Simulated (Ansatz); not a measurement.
Runs of Ansatz 0.2.0 on Ta3Cu. It takes space group I4/mmm (No. 139, tetragonal). The conventional cell has a = 4.013 Å, b = 4.013 Å, c = 8.416 Å, α = 90.00°, β = 90.00°, γ = 90.00°. Ta (site symmetry 4/mmm) is surrounded by 4 Cu at 2.84 Å and 8 Ta at 2.91 Å. Ta (site symmetry -4m2) is surrounded by 8 Ta at 2.84 to 2.91 Å and 4 Cu at 2.91 Å. Around Cu (site symmetry 4/mmm) lie 12 Ta at 2.84 to 2.91 Å. The cell comes from a database or a generator and needn't be the stable form of this composition.

```tsv
level	cutoff (eV)	gap on the mesh (eV)	pressure (GPa)
PBE	420	none	0.2
BLYP	420	none	6.6
HSE06	420	none	(b)
PBEsol	420	none	(a)
r2SCAN0	500	none	-2.8
```

Alike in all rows: task projected density of states; potentials or basis Ansatz PAW; no spin polarisation; cell as given; k mesh 5 × 5 × 5; smearing fermi-dirac 0.05 eV; the mesh is coarse, so values aren't converged.

Task: Estimate the missing entries.

Result: (a) -6.5; (b) -1.1.

Caveats: all runs use coarse meshes; the density of states is complete only up to the lowest level of the last band computed; the PAW data sets come from PBE, with cores solved anew for the run's functional, which leaves a small shift of forces and pressure (some runs); the thresholds are loose for stress (some runs).

A k mesh can miss the band edges, and the runs leave out spin-orbit coupling on Ta.

A gap of «none» marks a metal or a gap under the smearing width.
